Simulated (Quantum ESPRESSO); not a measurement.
Runs of Quantum ESPRESSO 7.5 on InSb3. Symmetry: Pm-3m, No. 221, cubic system. Conventional cell: a = 4.806 Å, b = 4.806 Å, c = 4.806 Å, α = 90.00°, β = 90.00°, γ = 90.00°. Sb (site symmetry 4/mmm) has 8 Sb at 3.40 Å and 4 In at 3.40 Å as nearest neighbours. In (site symmetry m-3m) is surrounded by 12 Sb at 3.40 Å. The cell comes from a database or a generator and needn't be the stable form of this composition.

```tsv
task	level	potentials or basis	k mesh	cutoff (eV)	symmetry	SCF threshold	form of the LDA correlation	mesh quality	gap on the mesh (eV)	pressure (GPa)	V0 of scaled cells (Å³/atom)	B0 (GPa)
band structure	r2SCAN	SG15 PBE 1.2	4 × 4 × 4	952	off	1e-08 Ry	-	coarse	none	(b)	-	-
equation of state	PBEsol	GBRV 1.5 PBEsol	6 × 6 × 6	762	-	8e-10 Ry	-	not flagged	-	-	(a)	60
band structure	PBEsol	GBRV 1.5 PBEsol	6 × 6 × 6	762	-	8e-10 Ry	-	not flagged	none	-2.7	-	-
band structure	LDA	GBRV 1.5 LDA	6 × 6 × 6	762	-	8e-10 Ry	PZ81	not flagged	none	-3.8	-	-
equation of state	r2SCAN	SG15 PBE 1.2	3 × 3 × 3	952	off	1e-08 Ry	-	coarse	-	-	26.58	58
```

Alike in all rows: no spin polarisation; cell as given; smearing fermi-dirac 0.05 eV.

**Question.** Fill in the values left out.

**Answer.** (a) 26.43; (b) -1.6.

Caveats: some runs use coarse meshes; the potentials were made for another functional, which shifts forces and pressure (some runs).

A k mesh can miss the band edges, and the runs leave out spin-orbit coupling on In, Sb.

A gap of «none» marks a metal or a gap under the smearing width.

Not every run made on this cell is shown here.
